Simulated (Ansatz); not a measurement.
# C6H3FGe: a ladder of functionals and wavefunction methods

The task here is to estimate one member of a computed series from the others.

The runs use Ansatz 0.2.0, Gaussian basis; functionals in def2-TZVPP, the program's frozen cores in correlated methods.

The runs, in order: LDA (SPW92), PBE-D4, revPBE-D4, BLYP-D4, r2SCAN-D4, B97M-V, PBE0-D4, B3LYP-D4, r2SCANh-D4, r2SCAN0-D4, HSE06-D4, BHLYP-D4, CAM-B3LYP-D4, LC-ωPBE, ωB97X-V, ωB97M-V, B2PLYP, PBE-QIDH; CCSD(T)/def2-SVP; MP2/def2-TZVPP; MP2/def2-QZVPP; RPA on PBE.

### Structure used throughout

The geometry comes from an earlier relaxation with PBE0-D4 in a triple-zeta def2 set; it is a stationary point, not always the lowest conformer.

SMILES `C#[C][Ge]([F])([C]#C)[C]#C`, 11 atoms, charge 0, spin multiplicity 1.

Atoms are counted from 1 here; the program's logs count them from 0.

Bond lengths: C1–C2 1.203 Å, C1–H9 1.066 Å, C2–Ge3 1.882 Å, Ge3–F4 1.727 Å, Ge3–C5 1.882 Å, Ge3–C7 1.882 Å, C5–C6 1.203 Å, C6–H10 1.066 Å, C7–C8 1.203 Å, C8–H11 1.066 Å. Angles: C2–C1–H9 179.7°, C1–C2–Ge3 179.1°, C2–Ge3–F4 107.2°, C2–Ge3–C5 111.6°, C2–Ge3–C7 111.7°, F4–Ge3–C5 107.2°, F4–Ge3–C7 107.2°, C5–Ge3–C7 111.6°, Ge3–C5–C6 179.1°, C5–C6–H10 179.7°, Ge3–C7–C8 179.1°, C7–C8–H11 179.7°.

Set-up of the first run:

in.yaml reads:

```yaml
crystal:
  periodic: [false, false, false]
  atoms:
    - {symbol: C, position_ang: [-0.638024, -0.221730, 2.884398]}
    - {symbol: C, position_ang: [-0.610203, -0.079919, 1.689753]}
    - {symbol: Ge, position_ang: [-0.538497, 0.136181, -0.178432]}
    - {symbol: F, position_ang: [-2.130346, 0.550243, -0.706073]}
    - {symbol: C, position_ang: [0.597096, 1.554168, -0.670123]}
    - {symbol: C, position_ang: [1.337483, 2.451794, -0.976968]}
    - {symbol: C, position_ang: [-0.064154, -1.465599, -1.045217]}
    - {symbol: C, position_ang: [0.255562, -2.489172, -1.591242]}
    - {symbol: H, position_ang: [-0.667596, -0.346291, 3.942959]}
    - {symbol: H, position_ang: [1.989607, 3.249679, -1.250900]}
    - {symbol: H, position_ang: [0.534372, -3.396254, -2.077454]}
basis:
  gaussian: {orbitals: def2-TZVPP}
hamiltonian: {xc: lda}
output: {orbitals: {seedname: orbitals}}
```

Command:

```
> ansatz run in.yaml --threads 8 --pin off --events-out ev --progress --plain --max-ram 18278MiB
```

Steps of the session up to this table: LDA; PBE-D4 (GGA); revPBE-D4 (GGA); BLYP-D4 (GGA); r2SCAN-D4 (meta-GGA); B97M-V (meta-GGA); PBE0-D4 (hybrid); B3LYP-D4 (hybrid); r2SCANh-D4 (hybrid); r2SCAN0-D4 (hybrid); HSE06-D4 (hybrid); BHLYP-D4 (hybrid); CAM-B3LYP-D4 (range-separated); LC-ωPBE (range-separated); ωB97X-V (range-separated); ωB97M-V (range-separated); B2PLYP (double hybrid); PBE-QIDH (double hybrid).

One table of the session follows, with a row left open; its other results are not shown here.

It belongs to the step «Orbital energies across the functionals». 

```
  functional  HOMO (eV)  LUMO (eV)  gap (eV)
 LDA (SPW92)      -7.55      -2.57      4.98
      PBE-D4      -7.34      -2.28      5.07
   revPBE-D4      -7.27      -2.16      5.11
     BLYP-D4      -7.15      -2.12      5.03
   r2SCAN-D4      -7.58      -2.09      5.49
      B97M-V      -7.53      -2.02      5.52
     PBE0-D4      -8.57      -1.40      7.18
    B3LYP-D4      -8.31      -1.59      6.71
  r2SCANh-D4      -8.04      -1.77      6.27
  r2SCAN0-D4      -8.74      -1.29      7.44
    HSE06-D4      -8.17      -1.77      6.40
    BHLYP-D4      -9.61      -0.40      9.21
CAM-B3LYP-D4      -9.93      -0.32      9.61
     LC-ωPBE          ?          ?         ?
     ωB97X-V     -10.96       0.73     11.69
     ωB97M-V     -10.84       0.61     11.45
```

**Question.** Estimate the row for LC-ωPBE.

**Answer.** HOMO (eV): -11.42; LUMO (eV): 0.81; gap (eV): 12.24. In the column «HOMO (eV)» it is the lowest.
